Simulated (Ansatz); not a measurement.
# AlFH₃Sb: up Jacob's ladder to CCSD(T)

One table from this session's results is given with a row withheld; the runs are named, their logs left out.

Program: Ansatz 0.2.0, Gaussian basis. Level of theory: functionals in def2-TZVPP, the program's frozen cores in correlated methods. These are calculated values, not measurements.

The runs, in order: LDA (SPW92), PBE-D4, revPBE-D4, BLYP-D4, r2SCAN-D4, B97M-V, PBE0-D4, B3LYP-D4, r2SCANh-D4, r2SCAN0-D4, HSE06-D4, BHLYP-D4, CAM-B3LYP-D4, LC-ωPBE, ωB97X-V, ωB97M-V, B2PLYP, PBE-QIDH; CCSD(T)/def2-SVP; CCSD(T)/def2-TZVPP; MP2/def2-QZVPP; extrapolation to the limit; RPA on PBE.

## Structure used throughout

An earlier PBE0-D4 in a triple-zeta def2 set relaxation fixed the geometry. Sb takes the def2 core potential; no spin-orbit term is included.

SMILES `[F][AlH][SbH2]`, 6 atoms, charge 0, spin multiplicity 1.

Atoms are counted from 1 here; the program's logs count them from 0.

Bond lengths: F1–Al2 1.653 Å, Al2–Sb3 2.636 Å, Al2–H4 1.582 Å, Sb3–H5 1.710 Å, Sb3–H6 1.709 Å. Angles: F1–Al2–Sb3 116.3°, F1–Al2–H4 116.4°, Sb3–Al2–H4 127.3°, Al2–Sb3–H5 88.3°, Al2–Sb3–H6 87.8°, H5–Sb3–H6 91.6°.

The first run:

Contents of in.yaml:

```yaml
crystal:
  periodic: [false, false, false]
  atoms:
    - {symbol: F, position_ang: [-1.114571, -1.632440, 1.262318]}
    - {symbol: Al, position_ang: [-0.336098, -1.039295, -0.069796]}
    - {symbol: Sb, position_ang: [1.279882, 1.003655, 0.334777]}
    - {symbol: H, position_ang: [-0.594815, -1.800718, -1.431681]}
    - {symbol: H, position_ang: [0.842128, 1.591991, -1.209922]}
    - {symbol: H, position_ang: [-0.034426, 1.812905, 1.068103]}
basis:
  gaussian: {orbitals: def2-TZVPP}
hamiltonian: {xc: lda}
output: {orbitals: {seedname: orbitals}}
```

Among the steps run: LDA; PBE-D4 (GGA); revPBE-D4 (GGA); BLYP-D4 (GGA); r2SCAN-D4 (meta-GGA); B97M-V (meta-GGA); PBE0-D4 (hybrid); B3LYP-D4 (hybrid); r2SCANh-D4 (hybrid); r2SCAN0-D4 (hybrid); HSE06-D4 (hybrid); BHLYP-D4 (hybrid); CAM-B3LYP-D4 (range-separated); LC-ωPBE (range-separated); ωB97X-V (range-separated); ωB97M-V (range-separated); B2PLYP (double hybrid); PBE-QIDH (double hybrid).

One table of the session follows, with a row left open; its other results are not shown here.

It belongs to the step «Frontier levels by functional». 

```
  functional  HOMO (eV)  LUMO (eV)  gap (eV)
 LDA (SPW92)      -6.34      -2.45      3.89
      PBE-D4      -6.20      -2.23      3.97
   revPBE-D4      -6.15      -2.14      4.02
     BLYP-D4      -6.05      -2.10      3.95
   r2SCAN-D4      -6.44      -1.98      4.46
      B97M-V      -6.42      -2.12      4.30
     PBE0-D4      -7.18      -1.50      5.69
    B3LYP-D4      -6.99      -1.68      5.31
  r2SCANh-D4          ?          ?         ?
  r2SCAN0-D4      -7.34      -1.35      5.99
    HSE06-D4      -6.80      -1.86      4.94
    BHLYP-D4      -8.02      -0.73      7.29
CAM-B3LYP-D4      -8.35      -0.55      7.80
     LC-ωPBE      -9.57       0.50     10.07
     ωB97X-V      -9.27       0.40      9.67
     ωB97M-V      -9.11       0.15      9.26
```

**Question.** Estimate the row for r2SCANh-D4.

Worked estimate for «HOMO (eV)». Against the share of exact exchange, r2SCAN-D4 (0, -6.44), r2SCAN0-D4 (0.25, -7.34) give a slope of -3.60 per unit share; at 0.1 the line stands at -6.80.

**Answer.** HOMO (eV): -6.80; LUMO (eV): -1.72; gap (eV): 5.07. In «HOMO (eV)» the line misses by 0.00.
